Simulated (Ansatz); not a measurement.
# Sn (beta tin type): the cost of one run

Method: DFT PBE, with the methods named in each step, in Ansatz 0.2.0.

1 further run of the same task is left out (it didn't finish).

**1. The system as given**

The structure is tetragonal, space group I4_1/amd (No. 141). Conventional cell: a = 5.942 Å, b = 5.942 Å, c = 3.268 Å, α = 90.00°, β = 90.00°, γ = 90.00°. Sn (site symmetry -4m2) has 6 Sn at 3.08 to 3.27 Å as nearest neighbours.

Structure file:

```cif
data_structure
_symmetry_space_group_name_H-M 'I4_1/amd:1'
_symmetry_Int_Tables_number 141
_cell_length_a 5.9415
_cell_length_b 5.9415
_cell_length_c 3.2678
_cell_angle_alpha 90.000
_cell_angle_beta 90.000
_cell_angle_gamma 90.000
_cell_volume 115.36
loop_
_atom_site_label
_atom_site_type_symbol
_atom_site_symmetry_multiplicity
_atom_site_Wyckoff_symbol
_atom_site_fract_x
_atom_site_fract_y
_atom_site_fract_z
_atom_site_occupancy
Sn1 Sn 4 b 0.00000 0.00000 0.50000 1
```

The file gives the conventional cell by its symmetry; the runs use the cell typed in the input.

Whether this phase is the stable one at these pressures isn't tested.

Atoms are numbered in the order of the input: Sn1, Sn2.

**2. Cell relaxed at zero pressure, PAW**

Input file input.yaml:

```yaml
crystal:
  lattice:
    - [-2.9707596986, 2.9707596986, 1.6339178342]
    - [2.9707596986, -2.9707596986, 1.6339178342]
    - [2.9707596986, 2.9707596986, -1.6339178342]
  atoms:
    - { symbol: Sn, position: [-0.375, -0.125, -0.25] }
    - { symbol: Sn, position: [0.375, 0.125, 0.25] }
kpoints:
  mp_grid: { grid: [13, 13, 13] }
scf:
  occupations: { method: fermi_dirac, width: 0.05 }
hamiltonian:
  xc: pbe
  pseudopotentials: { kind: paw }
output:
  forces: true
  stress: true
  write_density: true
  write_potential: true
  elf: true
  volumetric_format: npy
relax:
  f_tol: 0.005
  max_steps: 40
  cell: {}
```

Command:

```
ansatz run input.yaml --threads 1 --pin off --max-ram 2048MiB --backend cpu --events-out ev --progress --plain --runs-dir out
```

What time and memory should one allow on 1 thread of Intel Xeon 6975P-C (Granite Rapids), shared host?

About 21 s, with a peak of 0.53 GiB.
